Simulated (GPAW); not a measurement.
# AgAu3 (Pm-3m) in GPAW: further runs, part 2 of 2

GPAW 26.7.0. The steps go on from the part before.

**3. Band structure, LDA**

run.py

```python
from ase import Atoms
from ase.dft.bandgap import bandgap
from ase.io import write
from ase.units import GPa
from gpaw import GPAW, PW

atoms = Atoms(['Au', 'Au', 'Au', 'Ag'],
              cell=[[4.12163154, 0.0, 0.0],
                    [0.0, 4.12163154, 0.0],
                    [0.0, 0.0, 4.12163154]],
              scaled_positions=[[0.0, 0.0, 0.5],
                                [0.0, 0.5, 0.0],
                                [0.5, 0.0, 0.0],
                                [0.5, 0.5, 0.5]],
              pbc=True)

calc = GPAW(mode=PW(600),
            xc='LDA',
            kpts={'size': (7, 7, 7), 'gamma': True},
            occupations={'name': 'fermi-dirac', 'width': 0.05},
            nbands=46,
            convergence={'density': 1e-05, 'energy': 1e-05},
            maxiter=150,
            txt='gpaw.txt')
atoms.calc = calc
energy = atoms.get_potential_energy()
forces = atoms.get_forces()
stress = atoms.get_stress()
calc.write('gs.gpw')
write('result.traj', atoms)
print(f'Energy: {energy:.6f} eV')
print('Forces (eV/A):')
print(forces.round(4))
print('Stress (GPa):', (stress / GPa).round(3))
print('Fermi level:', round(calc.get_fermi_level(), 4), 'eV')
print(f'Gap: {bandgap(calc)[0]:.4f} eV, direct: {bandgap(calc, direct=True)[0]:.4f} eV')

path = atoms.cell.bandpath('GXMGRX,MR', npoints=80, eps=1e-4)
bs_calc = calc.fixed_density(kpts=path, symmetry='off', nbands=66,
                             convergence={'bands': 'CBM+6.0', 'eigenstates': 1e-6}, txt='bands.txt')
bs = bs_calc.band_structure()
bs.write('bs.json')
print(f'Gap on the path: {bandgap(bs_calc)[0]:.4f} eV')
```

Potentials or basis: the program's PAW data sets (release 1.2.1) made for this functional, pw.

The run is started by

```console
OMP_NUM_THREADS=1 python run.py
```

gpaw.txt:

```text
__  _  _
 | _ |_)|_||  |
 |__||  | ||/\| - 26.7.0

Input parameters:
  mode=PW(ecut=600.0),
  convergence={'density': 1e-05, 'energy': 1e-05},
  kpts=MonkhorstPack(size=(7, 7, 7), gamma=True),
  maxiter=150,
  nbands=46,
  occupations=Occupations(name='fermi-dirac', width=0.05),
  xc=XC(name='LDA')

Diagonalizing LCAO Hamiltonian
Converting LCAO to pw mode
    .---------.
   /|         |
  / |         |
 *  |         |
 |  |  Ag     |
 |  .---------.
 AuAu        /
 |/         /
 *----Au---*

Atoms  # Å, Bohr magnetons
|   | symbol |        x |        y |        z |    initial magnetic moments |
|---|--------|----------|----------|----------|-----------------------------|
| 0 |     Au | 0.000000 | 0.000000 | 2.060816 | ( 0.0000,  0.0000,  0.0000) |
| 1 |     Au | 0.000000 | 2.060816 | 0.000000 | ( 0.0000,  0.0000,  0.0000) |
| 2 |     Au | 2.060816 | 0.000000 | 0.000000 | ( 0.0000,  0.0000,  0.0000) |
| 3 |     Ag | 2.060816 | 2.060816 | 2.060816 | ( 0.0000,  0.0000,  0.0000) |

Unit cell  # Å
| periodic |        x |        y |        z |  lengths |    angles |
|----------|----------|----------|----------|----------|-----------|
|      yes | 4.121632 | 0.000000 | 0.000000 | 4.121632 | 90.000000 |
|      yes | 0.000000 | 4.121632 | 0.000000 | 4.121632 | 90.000000 |
|      yes | 0.000000 | 0.000000 | 4.121632 | 4.121632 | 90.000000 |

Number of symmetries: 48
Symmetry operations  # r_c * U_cc + t_c -> r_c
|    | kind |            matrix            |
|----|------|------------------------------|
[... 177 lines left out ...]
- Maximum [total energy] change in last 3 cyles: 1e-05 eV / valence electron
- Maximum integral of absolute [eigenst]ate change: 4e-08 eV^2 / valence electron
maximum number of iterations: 150

SCF iterations
|iter     | |      energy | eigst |  dens |
|---------|-|-------------|-------|-------|
|iter:   1| |  -18.471180 | -0.03 |       |
|iter:   2| |  -18.264681 | -2.14 | -1.15 |
|iter:   3| |  -17.702619 | -1.33 | -1.17 |
|iter:   4| |  -17.153741 | -2.38 | -1.38 |
|iter:   5| |  -17.128897 | -3.33 | -2.12 |
|iter:   6| |  -17.125770 | -4.51 | -2.49 |
|iter:   7| |  -17.125738 | -5.87 | -3.36 |
|iter:   8| |  -17.125737c| -6.77 | -3.87 |
|iter:   9| |  -17.125737c| -7.95c| -4.59 |
|iter:  10| |  -17.125737c| -8.57c| -5.16c|

Converged in 10 steps
Energy contributions relative to reference atoms: (reference = -1693405.251060)

Energy contributions:
  Kinetic:         -39.963203
  Coulomb:          32.922590
  Zero:              0.503986
  External:          0.000000
  Xc:              -10.581568
  Entropy:          -0.015083
  Spinorbit:         0.000000
  ----------------------------
  Free energy:     -17.133278
  Extrapolated:    -17.125737

dipole moment: (-28.325285, -28.325285, -28.325285)  # |e|*Ang

Fermi level: 8.565
Eigenvalues  # (at kpt = [0.000, 0.000, 0.000])
| band index |      eig [eV] | occ [0-2] |
|------------|---------------|-----------|
|          0 |       -46.403 |     2.000 |
|        ... |               |           |
|         16 |         6.440 |     2.000 |
|         17 |         6.585 |     2.000 |
|         18 |         6.585 |     2.000 |
|         19 |         6.585 |     2.000 |
|         20 |         6.734 |     2.000 |
|         21 |         7.077 |     2.000 |
[... 8 lines left out ...]
|         30 |        18.947 |     0.000 |
|         31 |        18.947 |     0.000 |
|        ... |               |           |
|         45 |        28.243 |     0.000 |

No gap
No difference between direct/indirect transitions

Forces  # eV/Ang
|        x |       y |       z |
|----------|---------|---------|
|  0.00000 | 0.00000 | 0.00000 |  # Au   0
|  0.00000 | 0.00000 | 0.00000 |  # Au   1
| -0.00000 | 0.00000 | 0.00000 |  # Au   2
|  0.00000 | 0.00000 | 0.00000 |  # Ag   3

Stress tensor  # eV/Ang^3
|        x |        y |        z |
|----------|----------|----------|
| 0.049542 | 0.000000 | 0.000000 |
| 0.000000 | 0.049542 | 0.000000 |
| 0.000000 | 0.000000 | 0.049542 |

# Writing to gs.gpw (mode='')
```

stdout:

```text
Energy: -17.125737 eV
Forces (eV/A):
[[ 0.  0.  0.]
 [ 0.  0.  0.]
 [-0.  0.  0.]
 [ 0.  0.  0.]]
Stress (GPa): [7.937 7.937 7.937 0.    0.    0.   ]
Fermi level: 8.5654 eV
Gap: 0.0000 eV, direct: 0.0000 eV
Gap on the path: 0.0000 eV
```

bands.txt:

```text
Diagonalizing LCAO Hamiltonian
Converting LCAO to pw mode
convergence criteria:
- Maximum integral of absolute [eigenst]ate change: 1e-06 eV^2 / valence electron
maximum number of iterations: 150

SCF iterations
|iter     | |      energy | eigst |  dens |
|---------|-|-------------|-------|-------|
|iter:   1| |             | +0.11 |       |
[... 86 lines left out ...]
         [0.5       , 0.5       , 0.18181818],
         [0.5       , 0.5       , 0.22727273],
         [0.5       , 0.5       , 0.27272727],
         [0.5       , 0.5       , 0.31818182],
         [0.5       , 0.5       , 0.36363636],
         [0.5       , 0.5       , 0.40909091],
         [0.5       , 0.5       , 0.45454545],
         [0.5       , 0.5       , 0.5       ]])),
  maxiter=150,
  nbands=66,
  occupations=Occupations(name='fermi-dirac', width=0.05),
  symmetry=Symmetry(point_group=False, time_reversal=False),
  xc=XC(name='LDA')
```

It took 4.4 min on 1 thread of Arm Neoverse N1, shared host; peak memory 0.48 GiB.

Results:

* Free energy: -17.1333 eV
* Pressure: -7.9 GPa
* Band gap along the path: none (metal or under the smearing width)

Levels at the corners of the path, in eV from the Fermi level:
| point | band 22 | band 23 | band 24 | band 25 | band 26 | band 27 | band 28 | band 29 |
| --- | --- | --- | --- | --- | --- | --- | --- | --- |
| Γ | -1.49 | -1.49 | -1.49 | 1.33 | 1.33 | 1.33 | 5.41 | 5.41 |
| X | -2.77 | -2.40 | -1.99 | -1.49 | 4.79 | 5.78 | 6.04 | 6.04 |
| M | -2.95 | -2.92 | -0.82 | -0.14 | -0.14 | 0.06 | 8.56 | 8.70 |
| Γ | -1.49 | -1.49 | -1.49 | 1.33 | 1.33 | 1.33 | 5.41 | 5.41 |
| R | -1.79 | -1.79 | -0.72 | -0.58 | -0.58 | -0.58 | 2.75 | 2.75 |
| X | -2.77 | -2.40 | -1.99 | -1.49 | 4.79 | 5.78 | 6.04 | 6.04 |
| M | -2.95 | -2.92 | -0.82 | -0.14 | -0.14 | 0.06 | 8.56 | 8.70 |
| R | -1.79 | -1.79 | -0.72 | -0.58 | -0.58 | -0.58 | 2.75 | 2.75 |

Caveat: with this Au data set, volumes or pressures lay over 1.5 % or 2 GPa off other programs in two to four cells of ten; spin-orbit coupling is left out, which moves the levels of the heavy elements.

**4. Equation of state, LDA**

run.py

```python
from ase import Atoms
from ase.eos import EquationOfState
from ase.io import Trajectory
from ase.units import GPa
from gpaw import GPAW, PW

atoms = Atoms(['Au', 'Au', 'Au', 'Ag'],
              cell=[[4.12163154, 0.0, 0.0],
                    [0.0, 4.12163154, 0.0],
                    [0.0, 0.0, 4.12163154]],
              scaled_positions=[[0.0, 0.0, 0.5],
                                [0.0, 0.5, 0.0],
                                [0.5, 0.0, 0.0],
                                [0.5, 0.5, 0.5]],
              pbc=True)

traj = Trajectory('eos.traj', 'w')
volumes, energies = [], []
for x in [0.94, 0.96, 0.98, 1.0, 1.02, 1.04, 1.06]:
    a = atoms.copy()
    a.set_cell(atoms.cell * x**(1 / 3), scale_atoms=True)
    calc = GPAW(mode=PW(600),
                xc='LDA',
                kpts={'size': (7, 7, 7), 'gamma': True},
                occupations={'name': 'fermi-dirac', 'width': 0.05},
                nbands=46,
                convergence={'density': 1e-05, 'energy': 1e-05},
                maxiter=150,
                txt=f'eos-{x:.2f}.txt')
    a.calc = calc
    energies.append(a.get_potential_energy(force_consistent=True))
    volumes.append(a.get_volume())
    p = -a.get_stress()[:3].mean() / GPa
    calc.write(f'eos-{x:.2f}.gpw')
    traj.write(a)
    print(f'{x:.2f} {volumes[-1]:10.4f} A^3 {energies[-1]:14.6f} eV {p:9.3f} GPa', flush=True)

v0, e0, B = EquationOfState(volumes, energies, eos='birchmurnaghan').fit()
print(f'V0 = {v0:.4f} A^3, E0 = {e0:.6f} eV, B0 = {B / GPa:.2f} GPa')
```

The run is started by

```console
OMP_NUM_THREADS=1 python run.py
```

Run time: 7.3 min. Hardware: 1 thread of Arm Neoverse N1, shared host; peak memory 0.3 GiB.

Results (log left out):

| Property | Result |
| --- | --- |
| Equilibrium volume | 16.61 Å³/atom |
| Bulk modulus | 177 GPa |
| Pressure derivative of the bulk modulus | 6.1 |

Energy against volume, from the lowest point:
```csv
volume (Å³/atom),energy (meV/atom)
16.454,0.00
16.804,0.29
17.154,8.14
17.504,22.46
17.854,42.33
18.205,66.93
18.555,95.60
```

Caveat: with this Au data set, volumes or pressures lay over 1.5 % or 2 GPa off other programs in two to four cells of ten. Spin-orbit coupling is left out, which matters for the levels of Au.

**5. The runs side by side**

| task | level | potentials or basis | band path | band points | pressure (GPa) |
| --- | --- | --- | --- | --- | --- |
| band structure | PBEsol | PAW data sets generated in the run's folder for this functional, pw | GXMGRX,MR | 80 | -3.7 |
| band structure | LDA | the program's PAW data sets (release 1.2.1) made for this functional, pw | GXMGRX,MR | 80 | -7.9 |
| equation of state | LDA | the program's PAW data sets (release 1.2.1) made for this functional, pw | - | - | - |

Alike in all rows: no spin polarisation; cell as given; k mesh 7 × 7 × 7; cutoff (eV) 600; smearing fermi-dirac 0.05 eV.

Caveats: with this Au data set, volumes or pressures lay over 1.5 % or 2 GPa off other programs in two to four cells of ten; spin-orbit coupling is left out, which moves the levels of the heavy elements (some runs).

Total energies depend on the potentials used, so only differences within one code and one set of settings carry meaning.
